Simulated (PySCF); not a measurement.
A run of PySCF 2.14.0 is set up as follows.

Contents of run.py:

```python
import json
import numpy as np
from pyscf.pbc import gto, scf, dft, df

cell = gto.Cell()
cell.basis = 'def2-svp'
cell.fromfile('GaHBrCl.cif')
cell.exp_to_discard = 0
cell.precision = 1e-08
cell.max_memory = 2520  # MB
cell.verbose = 4
cell.build()

res = {}
kpts = cell.make_kpts([1, 1, 1])
mf = dft.KRKS(cell, kpts, xc='pbe')
mf = mf.density_fit()
mf.with_df._cderi_to_save = 'cderi.h5'
mf.with_df.build(j_only=False)
mf.conv_tol = 1e-07
mf.max_cycle = 60

mf.kernel()
res.update(converged=bool(mf.converged), e_tot=mf.e_tot, nelec=cell.nelectron, nao=cell.nao, mesh=list(map(int, cell.mesh)), a=cell.lattice_vectors().tolist(), coords=cell.atom_coords().tolist(),
           mo_energy=[np.real(x).tolist() for x in mf.mo_energy], mo_occ=[np.real(x).tolist() for x in mf.mo_occ])
res.update(kpts=cell.get_scaled_kpts(kpts).tolist())
res['parts'] = {k: float(np.real(v)) for k, v in mf.scf_summary.items() if np.isscalar(v)}
json.dump(res, open('results.json', 'w'))
if not mf.converged:
    raise SystemExit('SCF not converged')

print('levels (eV)')
for i, kp in enumerate(res['kpts'][:40]):
    print('k %7.4f %7.4f %7.4f  ' % tuple(kp), ' '.join('%.3f' % (x * 27.211386) for x in res['mo_energy'][i][:47]))

# Mulliken populations
dm, s = np.asarray(mf.make_rdm1()), np.asarray(mf.get_ovlp())
sites = cell.aoslice_by_atom()[:, 2:]
tot = np.einsum('kij,kji->i', dm, s).real / len(kpts)
res['mulliken'] = [cell.atom_charge(i) - tot[a0:a1].sum() for i, (a0, a1) in enumerate(sites)]
print('Mulliken charges', np.round(res['mulliken'], 5))
res['meta_lowdin'] = mf.mulliken_meta()[1].tolist()

# density on a uniform mesh
grids = dft.gen_grid.UniformGrids(cell)
grids.mesh = [67, 67, 57]
grids.build()
ni = dft.numint.KNumInt()
rho = [ni.get_rho(cell, x, grids, kpts) for x in [dm]]
np.save('rho.npy', np.reshape(rho, (-1, *grids.mesh)))
res['done'] = True
json.dump(res, open('results.json', 'w'))
```

File GaHBrCl.cif:

```cif
data_GaHBrCl
_cell_length_a 13.00000000
_cell_length_b 13.00000000
_cell_length_c 11.00000000
_cell_angle_alpha 90.00000000
_cell_angle_beta 90.00000000
_cell_angle_gamma 90.00000000
_space_group_name_H-M_alt 'P1'
_space_group_name_Hall 'P 1'
_space_group_IT_number 1
loop_
_space_group_symop_operation_xyz
'x,y,z'
loop_
_atom_site_label
_atom_site_type_symbol
_atom_site_symmetry_multiplicity
_atom_site_Wyckoff_symbol
_atom_site_fract_x
_atom_site_fract_y
_atom_site_fract_z
_atom_site_occupancy
Cl1 Cl 1 a 0.3825500000 0.4992461500 0.4379227300 1
Ga1 Ga 1 a 0.5409576900 0.5194307700 0.4811954500 1
Br1 Br 1 a 0.6194500000 0.3817461500 0.5682590900 1
H1 H 1 a 0.5978269200 0.6214846200 0.4546136400 1
```

Potentials or basis: def2-svp (all-electron).

Launch:

```sh
$ OMP_NUM_THREADS=2 python -u run.py > log
```

Question: Predict the meta-löwdin charges.

Answer: Cl -0.20; Ga +0.42; Br -0.19; H -0.04 e.

Question: Estimate the gap between the frontier levels.

Answer: 4.78 eV.

Caveat: this is a molecule in a periodic box at the Γ point, so its band gap is the HOMO-LUMO gap; relativity is left out, which matters for the heavier elements; the basis of atomic orbitals isn't converged, which shifts pressures, moduli and gaps. As with any semilocal functional, this PBE gap is likely too small.
